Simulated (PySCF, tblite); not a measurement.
**C₃H₇BF₃N: geometry, infrared bands and NMR shifts**

What infrared bands and NMR shifts should C₃H₇BF₃N (`NBCC(F)(F)CF`) show?

Computed with tblite 0.8.0 and PySCF 2.14.0, with density-fitted response routines of our own, on a single molecule in the gas phase. Atoms count from 0, in the outputs and in this text.

### Step 1. The molecule as given

15 atoms, charge 0, multiplicity 1; geometry from: force field or distance geometry start.

Bonds of the start (Å): N0–B1 1.54, B1–C2 1.57, C2–C3 1.51, C3–F4 1.36, C3–F5 1.37, C3–C6 1.53, C6–F7 1.37, N0–H8 1.04, N0–H9 1.02, B1–H10 1.20, C2–H11 1.12, C2–H12 1.11, C6–H13 1.12, C6–H14 1.12.

### Step 2. Geometry optimisation with GFN2-xTB

Job settings and geometry (Å):

```
{"job": {"kind": "relax", "xc": "GFN2-xTB", "basis": "xTB"}, "charge": 0, "multiplicity": 1}
N      2.571600     0.297700    -0.050300
B      1.570700    -0.797500    -0.455000
C      0.057800    -0.758900    -0.022600
C     -0.678300     0.455200    -0.526800
F     -0.699800     0.583800    -1.883900
F     -0.216500     1.609800     0.055200
C     -2.139800     0.333500    -0.098400
F     -2.810500     1.441900    -0.541400
H      2.154100     1.252500    -0.117500
H      3.418700     0.254700    -0.621600
H      2.044800    -1.901600    -0.453900
H     -0.082600    -0.868100     1.081300
H     -0.436700    -1.652500    -0.465700
H     -2.591000    -0.634400    -0.445800
H     -2.167000     0.391900     1.018700
```

On the command line:

```bash
OMP_NUM_THREADS=1 python probes_run.py task.json out
```

This one command runs all jobs of the session in turn.

**Question.** This job is followed by: GFN2-xTB harmonic vibrations, gas phase; GIAO PBE0/pcSseg-1 NMR shielding, non-relativistic, gas phase. Predict these results of the whole session: strongest single infrared mode (GFN2-xTB); zero-point energy (GFN2-xTB); 13C shifts against TMS (PBE0/pcSseg-1); 1H shifts against TMS (PBE0/pcSseg-1, means over atoms taken as alike); 15N shifts against NH3 (PBE0/pcSseg-1); 11B shifts against BF3·OEt2 (PBE0/pcSseg-1); 19F shifts against CFCl3 (PBE0/pcSseg-1, means over atoms taken as alike).

**Answer**, as computed:

| quantity | value |
| --- | --- |
| strongest single infrared mode (GFN2-xTB) | 675 cm⁻¹, 193 km/mol |
| zero-point energy (GFN2-xTB) | 67.3 kcal/mol |
| 13C shifts against TMS (PBE0/pcSseg-1) | 129.4, 88.9, 28.3 ppm |
| 1H shifts against TMS (PBE0/pcSseg-1, means over atoms taken as alike) | 5.00, 4.88, 4.70, 1.14 ppm |
| 15N shifts against NH3 (PBE0/pcSseg-1) | 121.7 ppm |
| 11B shifts against BF3·OEt2 (PBE0/pcSseg-1) | 37.0 ppm |
| 19F shifts against CFCl3 (PBE0/pcSseg-1, means over atoms taken as alike) | -130.3, -260.6 ppm |

In words: Relaxing lowered the energy by 1.086 eV in 117 steps; the close pair that moved most is N0–B1, from 1.538 to 1.371 Å. All 39 modes are real, so the xTB geometry is a minimum. The strongest single mode, at 675 cm⁻¹, is spread over several atoms, H9, H8, N0 among them. Unscaled tight-binding wavenumbers are off by several per cent, some by more. Its intensities can rank the bands wrongly. At PBE0/pcSseg-1: Shielding is most anisotropic at F4, F5 (span 205 ppm, paramagnetic term -176 ppm).
